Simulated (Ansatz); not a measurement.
# ZnAg2S2: from a guess to a relaxed structure

Aim: relax a trial structure of ZnAg2S2 and see where it ends.

Program: Ansatz 0.2.0. Level of theory: DFT PBE, scalar-relativistic, plane waves, PAW. These are calculated values, not measurements.

**1. Starting point**

It takes space group P-6m2 (No. 187, hexagonal). Conventional cell: a = 4.280 Å, b = 4.280 Å, c = 8.013 Å, α = 90.00°, β = 90.00°, γ = 120.00°. Zn (site symmetry -6m2) has 3 Ag at 2.47 Å and 6 S at 3.38 Å as nearest neighbours. Ag (site symmetry -6m2) is surrounded by 6 S at 3.00 Å. Around Ag (site symmetry -6m2) lie 3 Zn at 2.47 Å and 6 S at 3.38 Å. S (site symmetry 3m) has 6 Ag at 3.00 to 3.38 Å and 3 Zn at 3.38 Å as nearest neighbours.

Structure file:

```
Zn Ag S
1.0
     4.27980    0.00000    0.00000
    -2.13990    3.70641    0.00000
     0.00000    0.00000    8.01338
Zn Ag S
1 2 2
Cartesian
  2.1399 1.2355 0.0000
  2.1399 1.2355 4.0067
  0.0000 0.0000 0.0000
  0.0000 2.4709 5.7079
  0.0000 2.4709 2.3055
```

A structure generator made this guess: species swapped into a database cell of Sr2ZnSb2 (P-6m2, No. 187), with S on the Sr sites and Ag on the Sb sites. The dimensions are guesses.

**2. A first look at the guess**

input.yaml reads:

```yaml
crystal:
  lattice:
    - [4.27979586, 0.0, 0.0]
    - [-2.13989793, 3.70641194, 0.0]
    - [0.0, 0.0, 8.01337786]
  atoms:
    - { symbol: Zn, position: [0.66666667, 0.33333333, 0.0] }
    - { symbol: Ag, position: [0.66666667, 0.33333333, 0.5] }
    - { symbol: Ag, position: [0.0, 0.0, 0.0] }
    - { symbol: S, position: [0.33333333, 0.66666667, 0.71229601] }
    - { symbol: S, position: [0.33333333, 0.66666667, 0.28770399] }
basis:
  ecutwfc: 420
kpoints:
  mp_grid: { grid: [6, 6, 2] }
hamiltonian:
  xc: pbe
scf:
  occupations: { method: gaussian, width: 0.1 }
  lower_state_search: "off"
output:
  forces: true
  stress: true
  eigenvalues: true
```

The run is started by

```
$ ansatz run input.yaml --threads 1 --pin off --max-ram 2560MiB --backend cpu --events-out ev --progress --plain --runs-dir out
```

Further runs follow: spin check on a coarse mesh; coarse relaxation; another rough relaxation; final relaxation; second relaxation, mesh chosen anew.

Q: Predict the outcome of this session. Wanted: conventional cell; volume; energy over the elements; gap on the mesh.

**Answer**, as computed:

| quantity | value |
| --- | --- |
| symmetry at the end (tolerance 0.05 Å) | space group P-6m2 (No. 187) |
| conventional cell | a = 4.466 Å, b = 4.466 Å, c = 5.584 Å, α = 90.00°, β = 90.00°, γ = 120.00° |
| volume | 19.29 Å³/atom |
| energy over the elements | +0.27 eV/atom |
| gap on the mesh | none (metal) |

In words: The space group P-6m2 (No. 187) is kept, and the volume per atom shrinks by 24.1 % from the first guess. The formation energy is positive, so the separate elements lie lower. No finished test with a distortion of lower symmetry is shown, so the end may be a saddle point. Other magnetic orders were not searched.
